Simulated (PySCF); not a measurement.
**One shape, several levels: BH5Se (SMILES [BH3-][SeH2+])**

We compute a comparison of 5 runs (B3LYP/3-21G, M06-2X/6-31G, B3LYP/6-31G*, PBE0/def2-SVP) of BH5Se. The job is set up through a Python script.

Program for the calculation: PySCF 2.14.0.

**1. The molecule**

The species is BH5Se (7 atoms), meant as a singlet with charge 0. SMILES: `[BH3-][SeH2+]`. The shape is that of a PBE0-D4/def2-TZVP optimisation.

Bond lengths: B1–Se2 2.124 Å, B1–H3 1.201 Å, B1–H4 1.207 Å, B1–H5 1.207 Å, Se2–H6 1.472 Å, Se2–H7 1.472 Å. Angles: B1–Se2–H6 102.0°, B1–Se2–H7 102.0°, Se2–B1–H3 105.8°, Se2–B1–H4 99.6°, Se2–B1–H5 99.6°, H6–Se2–H7 91.2°, H3–B1–H4 116.7°, H3–B1–H5 116.7°, H4–B1–H5 114.6°.

**2. Energy and forces at B3LYP/3-21G (run 1)**

File input.py:

```python
import pyscf.grad
from pyscf import gto, dft

mol = gto.Mole()
mol.atom = '''
B   -0.679900  -0.426500  -0.478400
Se   0.992100   0.776300   0.041100
H   -0.999200  -0.994400   0.530800
H   -0.181600  -1.101500  -1.345700
H   -1.429200   0.430800  -0.878100
H    0.533300   1.417400   1.284200
H    1.825700  -0.170000   0.800300
'''
mol.max_memory = 1860
mol.basis = '3-21g'
mol.verbose = 3
mol.build()

ks = dft.RKS(mol)
ks.xc = 'b3lyp'
ks.conv_tol = 1e-10
ks.grids.level = 5
ks.kernel()
if not ks.converged:
    ks = ks.newton().run(ks.mo_coeff, ks.mo_occ)

etot = ks.e_tot
print('E = %.10f Eh' % etot)
grad = ks.Gradients().kernel()
ks.analyze()
```

Run with:

```sh
$ OMP_NUM_THREADS=1 python input.py
```

What it wrote:

```text
converged SCF energy = -2417.86704300162
E = -2417.8670430016 Eh
--------------- RKS gradients ---------------
         x                y                z
0 B     0.0098675262     0.0065469574     0.0048572455
1 Se    -0.0097959011    -0.0096834304     0.0055811284
2 H     0.0000270543    -0.0003644932     0.0012715037
3 H     0.0025773993     0.0000590643    -0.0006426751
4 H     0.0004979382     0.0026071900     0.0001340902
5 H     0.0028782940    -0.0050689435    -0.0072718445
6 H    -0.0060546484     0.0059048210    -0.0039303522
----------------------------------------------
**** MO energy ****
MO #1   energy= -451.010980265803  occ= 2
MO #2   energy= -57.8378338521032  occ= 2
MO #3   energy= -51.7630002581287  occ= 2
MO #4   energy= -51.762317871958   occ= 2
MO #5   energy= -51.7602653211368  occ= 2
MO #6   energy= -7.81287694154675  occ= 2
MO #7   energy= -6.65563885880098  occ= 2
MO #8   energy= -5.72724601957583  occ= 2
MO #9   energy= -5.72413337077019  occ= 2
MO #10  energy= -5.71545990631543  occ= 2
MO #11  energy= -2.05381688253146  occ= 2
MO #12  energy= -2.05164655706571  occ= 2
MO #13  energy= -2.04481679797856  occ= 2
MO #14  energy= -2.04389625882067  occ= 2
MO #15  energy= -2.04145632941836  occ= 2
MO #16  energy= -0.785926560551614 occ= 2
MO #17  energy= -0.504172036191902 occ= 2
MO #18  energy= -0.472077453629126 occ= 2
MO #19  energy= -0.395506535094352 occ= 2
MO #20  energy= -0.311909345820782 occ= 2
MO #21  energy= -0.303464128292871 occ= 2
MO #22  energy= -0.293257464057044 occ= 2
MO #23  energy= -0.0206083560636783 occ= 0
MO #24  energy= 0.0104077129925999 occ= 0
MO #25  energy= 0.0661441281078237 occ= 0
MO #26  energy= 0.19651089336195   occ= 0
MO #27  energy= 0.208458429042977  occ= 0
MO #28  energy= 0.238580646339528  occ= 0
MO #29  energy= 0.435449801113513  occ= 0
MO #30  energy= 0.442475344108731  occ= 0
MO #31  energy= 0.470435320413929  occ= 0
MO #32  energy= 0.481186935904322  occ= 0
MO #33  energy= 0.493880008003886  occ= 0
MO #34  energy= 0.495776118401611  occ= 0
MO #35  energy= 0.685315277743524  occ= 0
MO #36  energy= 0.842740493429344  occ= 0
MO #37  energy= 0.928600220020847  occ= 0
MO #38  energy= 1.04326916720183   occ= 0
MO #39  energy= 1.17525674058987   occ= 0
MO #40  energy= 1.17600500030681   occ= 0
MO #41  energy= 1.22753491891853   occ= 0
 ** Mulliken atomic charges  **
charge of    0B =     -0.46127
charge of    1Se =      0.38759
charge of    2H =     -0.00874
charge of    3H =     -0.00656
charge of    4H =     -0.00656
charge of    5H =      0.04777
charge of    6H =      0.04777
Dipole moment(X, Y, Z, Debye):  2.94872,  1.75581,  2.11482
```

Run time: 11 s. Hardware: 1 thread of Intel Xeon at 2.70GHz, shared host; peak memory 0.45 GiB.

**3. Energy and forces at M06-2X/6-31G (run 2)**

File run.py:

```python
import pyscf.grad
from pyscf import gto, dft

system = gto.M(
    atom='''
B   -0.679900  -0.426500  -0.478400
Se   0.992100   0.776300   0.041100
H   -0.999200  -0.994400   0.530800
H   -0.181600  -1.101500  -1.345700
H   -1.429200   0.430800  -0.878100
H    0.533300   1.417400   1.284200
H    1.825700  -0.170000   0.800300
''',
    basis='6-31g',
    charge=0,
    max_memory=1860,
    verbose=3,
)

myscf = dft.RKS(system)
myscf.xc = 'm06-2x'
myscf.conv_tol = 1e-10
myscf.grids.level = 5
myscf.kernel()
if not myscf.converged:
    myscf = myscf.newton().run(myscf.mo_coeff, myscf.mo_occ)

energy = myscf.e_tot
print('Final energy', energy)
grad = myscf.Gradients().kernel()
dip = myscf.dip_moment()
pop, q = myscf.mulliken_pop()
```

Run with:

```sh
$ OMP_NUM_THREADS=1 python run.py
```

What it wrote:

```text
converged SCF energy = -2428.96710576133
Final energy -2428.9671057613286
--------------- RKS gradients ---------------
         x                y                z
0 B     0.0091791248     0.0053027299     0.0071051727
1 Se    -0.0083805850    -0.0060323471    -0.0026424790
2 H    -0.0006663779    -0.0010245163     0.0015767944
3 H     0.0028528090    -0.0002750634    -0.0017889643
4 H    -0.0000695874     0.0033051949    -0.0006969466
5 H     0.0017077033    -0.0045220442    -0.0029586901
6 H    -0.0046186787     0.0032434114    -0.0005937229
----------------------------------------------
Dipole moment(X, Y, Z, Debye):  2.85125,  1.63372,  2.25495
 ** Mulliken pop  **
pop of  0 B 1s            1.99710
pop of  0 B 2s            0.53421
pop of  0 B 3s            0.53928
pop of  0 B 2px           0.40692
pop of  0 B 2py           0.51964
pop of  0 B 2pz           0.60172
pop of  0 B 3px           0.14798
pop of  0 B 3py           0.21630
pop of  0 B 3pz           0.24716
pop of  1 Se 1s           1.99997
pop of  1 Se 2s           1.99946
pop of  1 Se 3s           1.99881
pop of  1 Se 4s           1.53024
pop of  1 Se 5s           0.34252
pop of  1 Se 2px          1.99976
pop of  1 Se 2py          1.99975
pop of  1 Se 2pz          1.99974
pop of  1 Se 3px          1.99606
pop of  1 Se 3py          1.99586
pop of  1 Se 3pz          1.99565
pop of  1 Se 4px          1.10515
pop of  1 Se 4py          1.05266
pop of  1 Se 4pz          1.01216
pop of  1 Se 5px          0.26522
pop of  1 Se 5py          0.26209
pop of  1 Se 5pz          0.23774
pop of  1 Se 3dxy         1.39758
pop of  1 Se 3dyz         1.39812
pop of  1 Se 3dz^2        1.39829
pop of  1 Se 3dxz         1.39814
pop of  1 Se 3dx2-y2      1.39896
pop of  1 Se 4dxy         0.60108
pop of  1 Se 4dyz         0.60148
pop of  1 Se 4dz^2        0.60134
pop of  1 Se 4dxz         0.60113
pop of  1 Se 4dx2-y2      0.60055
pop of  2 H 1s            0.52124
pop of  2 H 2s            0.52198
pop of  3 H 1s            0.51796
pop of  3 H 2s            0.51850
pop of  4 H 1s            0.51795
pop of  4 H 2s            0.51851
pop of  5 H 1s            0.49225
pop of  5 H 2s            0.44977
pop of  6 H 1s            0.49226
pop of  6 H 2s            0.44977
 ** Mulliken atomic charges  **
charge of    0B =     -0.21031
charge of    1Se =      0.21050
charge of    2H =     -0.04322
charge of    3H =     -0.03646
charge of    4H =     -0.03647
charge of    5H =      0.05798
charge of    6H =      0.05798
```

Run time: 19 s. Hardware: 1 thread of Intel Xeon at 2.70GHz, shared host; peak memory 0.5 GiB.

Run 3 isn't shown in full; the table further down has it.

**4. Energy and forces at B3LYP/6-31G(d) (Cartesian functions) (run 4)**

File calc.py:

```python
import pyscf.grad
from pyscf import gto, dft

mol = gto.M(
    atom='''
B   -0.679900  -0.426500  -0.478400
Se   0.992100   0.776300   0.041100
H   -0.999200  -0.994400   0.530800
H   -0.181600  -1.101500  -1.345700
H   -1.429200   0.430800  -0.878100
H    0.533300   1.417400   1.284200
H    1.825700  -0.170000   0.800300
''',
    basis='6-31g*',
    charge=0,
    verbose=4,
    cart=True,
    max_memory=1860,
)

calc0 = dft.RKS(mol)
calc0.xc = 'b3lyp'
calc0.conv_tol = 1e-10
calc0.grids.level = 5
calc0.kernel()
if not calc0.converged:
    calc0 = calc0.newton().run(calc0.mo_coeff, calc0.mo_occ)

etot = calc0.e_tot
print(f'total energy: {etot:.8f} hartree')
grad = calc0.Gradients().kernel()
dip = calc0.dip_moment()
pop, q = calc0.mulliken_pop()
```

Run with:

```sh
$ OMP_NUM_THREADS=1 python calc.py
```

What it wrote:

```text
PySCF version 2.14.0

[... 76 lines left out ...]
converged SCF energy = -2429.11983557485
total energy: -2429.11983557 hartree
[... 14 lines left out ...]
Dipole moment(X, Y, Z, Debye):  2.76603,  1.66688,  1.91862
[... 29 lines left out ...]
pop of  1 Se 4pz          1.02911
pop of  1 Se 5px          0.29365
pop of  1 Se 5py          0.28036
pop of  1 Se 5pz          0.23900
pop of  1 Se 3dxx         0.94741
pop of  1 Se 3dxy         1.38397
pop of  1 Se 3dxz         1.38390
pop of  1 Se 3dyy         0.94695
pop of  1 Se 3dyz         1.38436
pop of  1 Se 3dzz         0.94693
pop of  1 Se 4dxx         0.40187
pop of  1 Se 4dxy         0.58493
pop of  1 Se 4dxz         0.58537
pop of  1 Se 4dyy         0.40224
pop of  1 Se 4dyz         0.58532
pop of  1 Se 4dzz         0.40237
pop of  1 Se 5dxx         0.02553
pop of  1 Se 5dxy         0.05454
pop of  1 Se 5dxz         0.05481
pop of  1 Se 5dyy         0.02351
pop of  1 Se 5dyz         0.06547
pop of  1 Se 5dzz         0.03690
pop of  2  H 1s           0.51906
pop of  2  H 2s           0.52255
pop of  3  H 1s           0.51614
pop of  3  H 2s           0.52657
pop of  4  H 1s           0.51613
pop of  4  H 2s           0.52658
pop of  5  H 1s           0.47814
pop of  5  H 2s           0.39061
pop of  6  H 1s           0.47814
pop of  6  H 2s           0.39061
 ** Mulliken atomic charges  **
charge of    0B =     -0.14579
charge of    1Se =      0.01031
charge of    2H =     -0.04162
charge of    3H =     -0.04270
charge of    4H =     -0.04271
charge of    5H =      0.13125
charge of    6H =      0.13125
```

Run time: 17 s. Hardware: 1 thread of Intel Xeon at 2.70GHz, shared host; peak memory 0.6 GiB.

**5. Energy and forces at PBE0/def2-SVP (run 5)**

File job.py:

```python
# [BH3-][SeH2+]
import pyscf.grad
from pyscf import gto, dft

system = gto.Mole()
system.atom = [
    ('B', (-0.679900, -0.426500, -0.478400)),
    ('Se', (0.992100, 0.776300, 0.041100)),
    ('H', (-0.999200, -0.994400, 0.530800)),
    ('H', (-0.181600, -1.101500, -1.345700)),
    ('H', (-1.429200, 0.430800, -0.878100)),
    ('H', (0.533300, 1.417400, 1.284200)),
    ('H', (1.825700, -0.170000, 0.800300)),
]
system.max_memory = 1860
system.verbose = 4
system.basis = 'def2-svp'
system.spin = 0
system.build()

ks = dft.RKS(system, xc='pbe0')
ks.conv_tol = 1e-10
ks.grids.level = 5
ks.kernel()
if not ks.converged:
    ks = ks.newton().run(ks.mo_coeff, ks.mo_occ)

e_tot = ks.e_tot
print('Final energy', e_tot)
grad = ks.Gradients().kernel()
ks.analyze()
```

Run with:

```sh
$ OMP_NUM_THREADS=1 python job.py
```

What it wrote:

```text
PySCF version 2.14.0

[... 73 lines left out ...]
Final energy -2428.7317992237386
[... 23 lines left out ...]
MO #1   energy= -454.285403539796  occ= 2
[... 6 lines left out ...]
MO #8   energy= -5.88292918931441  occ= 2
[... 6 lines left out ...]
MO #15  energy= -2.19870816381695  occ= 2
[... 6 lines left out ...]
MO #22  energy= -0.30361075543733  occ= 2
[... 6 lines left out ...]
MO #29  energy= 0.276936035933804  occ= 0
[... 6 lines left out ...]
MO #36  energy= 0.429948907805938  occ= 0
[... 6 lines left out ...]
MO #43  energy= 0.71530996336036   occ= 0
[... 6 lines left out ...]
MO #50  energy= 1.4087475071585    occ= 0
[... 6 lines left out ...]
MO #57  energy= 1.81349192964659   occ= 0
[... 6 lines left out ...]
MO #64  energy= 2.51611464471958   occ= 0
[... 6 lines left out ...]
MO #71  energy= 3.32205185071846   occ= 0
[... 42 lines left out ...]
pop of  1 Se 4dx2-y2      0.00239
pop of  1 Se 5dxy         0.00021
pop of  1 Se 5dyz         0.00036
pop of  1 Se 5dz^2        0.00017
pop of  1 Se 5dxz         0.00022
pop of  1 Se 5dx2-y2      0.00005
pop of  2 H 1s            1.00097
pop of  2 H 2s            0.00320
pop of  2 H 2px           0.00017
pop of  2 H 2py           0.00035
pop of  2 H 2pz           0.00079
pop of  3 H 1s            0.99918
pop of  3 H 2s            0.00311
pop of  3 H 2px           0.00013
pop of  3 H 2py           0.00049
pop of  3 H 2pz           0.00068
pop of  4 H 1s            0.99918
pop of  4 H 2s            0.00311
pop of  4 H 2px           0.00067
pop of  4 H 2py           0.00045
pop of  4 H 2pz           0.00018
pop of  5 H 1s            0.91604
pop of  5 H 2s            0.00871
pop of  5 H 2px           0.00082
pop of  5 H 2py           0.00099
pop of  5 H 2pz           0.00339
pop of  6 H 1s            0.91604
pop of  6 H 2s            0.00871
pop of  6 H 2px           0.00153
pop of  6 H 2py           0.00225
pop of  6 H 2pz           0.00141
 ** Mulliken atomic charges  **
charge of    0B =     -0.46589
charge of    1Se =      0.33842
charge of    2H =     -0.00547
charge of    3H =     -0.00359
charge of    4H =     -0.00359
charge of    5H =      0.07006
charge of    6H =      0.07006
Dipole moment(X, Y, Z, Debye):  2.93067,  1.78171,  1.98168
```

Wall time 20 s (1 thread of Intel Xeon at 2.70GHz, shared host); peak memory 0.7 GiB.

**6. The series**

```csv
run,level,Cartesian functions,energy (Eh),dipole moment (D),HOMO energy (eV),LUMO energy (eV),wall time
1,B3LYP/3-21G,no,-2417.867043,4.03,-7.98,-0.56,11 s
2,M06-2X/6-31G,no,-2428.967106,3.99,-9.50,0.43,19 s
3,B3LYP/6-31G* (spherical functions),no,-2429.112038,3.76,-7.95,-0.67,18 s
4,B3LYP/6-31G* (Cartesian functions),yes,-2429.119836,3.76,-7.95,-0.67,17 s
5,PBE0/def2-SVP,no,-2428.731799,3.96,-8.26,-0.52,20 s
```

**7. Results**

| quantity | value |
| --- | --- |
| run 5: total energy | -2428.73180 Eh |
| run 5: dipole moment | 3.96 D |
| run 5: HOMO energy | -8.26 eV |
| run 5: LUMO energy | -0.52 eV |
| run 5: HOMO–LUMO gap | 7.74 eV |
| run 5: largest force on an atom | 0.295 eV/Å |

**Reading.** The dipole moment (its size) runs from 3.76 D (B3LYP/6-31G*) to 4.03 D (B3LYP/3-21G). The HOMO–LUMO gap runs from 7.28 eV (B3LYP/6-31G*) to 9.93 eV (M06-2X/6-31G). The two ends differ in method and basis. Totals of different functionals can't be ranked against each other. All runs together took 85 s, the longest 20 s.
